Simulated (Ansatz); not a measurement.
**AlGaH (quartet): the correlation ladder at distance Al1–Ga2 = 2.344 Å, 6-31G**

Aim: climb from Hartree-Fock through coupled cluster and multireference methods for AlGaH (quartet) at one geometry and basis, and see what each rung misses.

Computed with Ansatz 0.2.0, Gaussian basis. Level: 6-31G, core rule «outside noble gas», up to 19 orbitals frozen.

Plan: UHF; CCSD(T) on ROHF; CCSD(T) on UHF; BCCD(T) on ROHF; CISD; CCSDT(Q) on ROHF; CCSDT(Q) on UHF; CASSCF and MRCISD+Q, 5 electrons in 5 orbitals; CASSCF and NEVPT2, 5 electrons in 5 orbitals; CASSCF and MRCISD+Q, 7 electrons in 9 orbitals; CASSCF and NEVPT2, 7 electrons in 9 orbitals; Full CI.

17 further runs of the same task are left out: 13 that didn't finish, 4 set aside as unsound or not needed.

### 1 What is computed

The geometry derives from a PBE0/def2-TZVP stationary point (not a proven minimum). One bond is set to the value named and the two fragments are kept rigid. No spin-orbit coupling is included. The filled d shell of Ga may be among the frozen orbitals whatever the setting's name suggests; the logs give the count.

3 atoms, charge 0, spin multiplicity 4.

Atoms are counted from 1 here; the program's logs count them from 0.

Bond lengths: Al1–Ga2 2.344 Å, Al1–H3 1.582 Å. Angles: Ga2–Al1–H3 180.0°.

### 2 UHF

in.yaml

```yaml
crystal:
  periodic: [false, false, false]
  atoms:
    - {symbol: Al, position_ang: [0.000000, 0.000000, 0.253900]}
    - {symbol: Ga, position_ang: [0.000000, 0.000000, -2.089700]}
    - {symbol: H, position_ang: [0.000000, 0.000000, 1.835800]}
basis:
  gaussian: {orbitals: 6-31G}
magnetization: {spin_polarized: true, initial_magnetization: 3}
hamiltonian: {xc: hf}
output: {orbitals: {seedname: orbitals}}
```

Started as:

```bash
$ ansatz run in.yaml --threads 1 --pin off --events-out ev --progress --plain --max-ram 2393MiB
```

After this run come: CCSD(T) on ROHF; CCSD(T) on UHF; BCCD(T) on ROHF; CISD; CCSDT(Q) on ROHF; CCSDT(Q) on UHF; CASSCF and MRCISD+Q, 5 electrons in 5 orbitals; CASSCF and NEVPT2, 5 electrons in 5 orbitals; CASSCF and MRCISD+Q, 7 electrons in 9 orbitals; CASSCF and NEVPT2, 7 electrons in 9 orbitals; Full CI.

Q: Predict the results of all the runs planned. Wanted: FCI below the RHF energy; RMP2 from FCI; UMP2 from FCI; RCCSD from FCI; RCCSD(T) from FCI; UCCSD(T) from FCI; RCCSDT(Q) from FCI; UCCSDT(Q) from FCI; NEVPT2 pair from FCI.

As calculated:

```
                         quantity                                                                                                               value
         FCI below the RHF energy                                                                                                          -2.0487 eV
                    RMP2 from FCI                                                                                                          +640.4 meV
                    UMP2 from FCI                                                                                                          +635.7 meV
                   RCCSD from FCI                                                                                                           +79.8 meV
                RCCSD(T) from FCI                                                                                                           +27.7 meV
                UCCSD(T) from FCI                                                                                                           +21.4 meV
               RCCSDT(Q) from FCI                                                                                                            +1.9 meV
               UCCSDT(Q) from FCI                                                                                                            -3.5 meV
             NEVPT2 pair from FCI                                                                                                          +572.1 meV
           MRCISD+Q pair from FCI                                                                                                           +13.7 meV
          NEVPT2 valence from FCI                                                                                                          +148.9 meV
levels within 1 kcal/mol (43 meV)  RCCSD(T), UCCSD(T), BCCD(T), RCCSDT, UCCSDT, RCCSDT(Q), UCCSDT(Q), MRCISD+Q pair, MRCISD valence, MRCISD+Q valence
                    T1 diagnostic                                                                                                               0.035
   effectively unpaired electrons                                                                                                                3.04
```

**Reading.** RCCSD(T) misses by +27.7 meV, 1.4 % of the correlation energy. UCCSDT(Q) falls below full CI: unrestricted runs freeze a spin-polarised core, another one than full CI's, and coupled cluster isn't variational. One determinant dominates. Of the multireference levels listed MRCISD+Q valence comes nearest in total energy (+3.0 meV), which doesn't show that its space is the better one. These misses are within one basis, not against nature; the frozen cores of restricted and unrestricted runs differ, which can shift their rows.
